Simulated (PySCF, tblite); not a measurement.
# C7H12P+: geometry, infrared bands and NMR shifts

What infrared bands and NMR shifts should C7H12P+ (`C#C[P@H+](C=C)CCC`) show?

Programs: tblite 0.8.0 and PySCF 2.14.0, with density-fitted response routines of our own. Each step states its level of theory. These are calculated values for one molecule in the gas phase, unless marked as measured. Atoms count from 0, in the outputs and in this text.

## (1) The starting structure

20 atoms, charge 1, multiplicity 1; geometry from: force field or distance geometry start.

Bonds of the start (Å): C0–C1 1.20, C1–P2 1.82, P2–C3 1.73, C3–C4 1.36, P2–C5 1.81, C5–C6 1.52, C6–C7 1.52, C0–H8 1.06, P2–H9 1.42, C3–H10 1.08, C4–H11 1.08, C4–H12 1.08, C5–H13 1.09, C5–H14 1.09, C6–H15 1.09, C6–H16 1.09, C7–H17 1.10, C7–H18 1.10, C7–H19 1.09.

## (2) Optimising the geometry with GFN2-xTB

What the job is given:

```
{"job": {"kind": "relax", "xc": "GFN2-xTB", "basis": "xTB"}, "charge": 1, "multiplicity": 1}
C      1.674400     2.792300    -0.081500
C      1.224200     1.710900     0.164800
P      0.575800     0.055500     0.565100
C      1.996400    -0.935000     0.513900
C      2.234800    -1.902500     1.433800
C     -0.338300    -0.426800    -0.922300
C     -1.619800     0.358400    -1.160300
C     -2.643500     0.122000    -0.058900
H      2.060500     3.757800    -0.304500
H     -0.120800    -0.011600     1.798800
H      2.725300    -0.784800    -0.267800
H      1.537400    -2.101900     2.238000
H      3.132200    -2.502200     1.384700
H     -0.561100    -1.495900    -0.851000
H      0.319800    -0.291800    -1.786700
H     -1.404100     1.427800    -1.204100
H     -2.047600     0.059400    -2.116700
H     -3.576300     0.649300    -0.293400
H     -2.890000    -0.943900     0.032000
H     -2.284400     0.473500     0.913300
```

Started as:

```console
> OMP_NUM_THREADS=1 python probes_run.py task.json out
```

One launch serves the whole session: the jobs run in the order shown.

**Question.** This job is followed by: GFN2-xTB harmonic vibrations, gas phase; GIAO PBE0/pcSseg-1 NMR shielding, non-relativistic, gas phase. What will the session give for the following? strongest single infrared mode (GFN2-xTB); zero-point energy (GFN2-xTB); 13C shifts against TMS (PBE0/pcSseg-1); 1H shifts against TMS (PBE0/pcSseg-1, means over atoms taken as alike); 31P shifts against H3PO4 (PBE0/pcSseg-1).

As calculated:

```
                                                              quantity                                                           value
                             strongest single infrared mode (GFN2-xTB)                                            3338 cm⁻¹, 75 km/mol
                                          zero-point energy (GFN2-xTB)                                                  102.1 kcal/mol
                                13C shifts against TMS (PBE0/pcSseg-1)                 158.8, 122.7, 120.7, 61.6, 32.6, 20.2, 16.3 ppm
1H shifts against TMS (PBE0/pcSseg-1, means over atoms taken as alike)  7.47, 7.13, 6.60, 6.41, 3.63, 2.94, 2.52, 2.43, 2.13, 1.35 ppm
                              31P shifts against H3PO4 (PBE0/pcSseg-1)                                                       -29.8 ppm
```

**Reading.** Over 126 steps the energy fell by 0.359 eV; of the close pairs, C1–P2 changed most, 1.822 to 1.742 Å. All 54 modes are real, so the xTB geometry is a minimum. The strongest single mode, at 3338 cm⁻¹, moves mainly H8. Unscaled tight-binding wavenumbers are off by several per cent, some by more. Its intensities can rank the bands wrongly. At PBE0/pcSseg-1, counted by nearest atom on the grid, the HOMO lies on C3, C4 about 30 % each; C0, C1 about 11 % each, the LUMO on C4 25 %; C3 16 %.
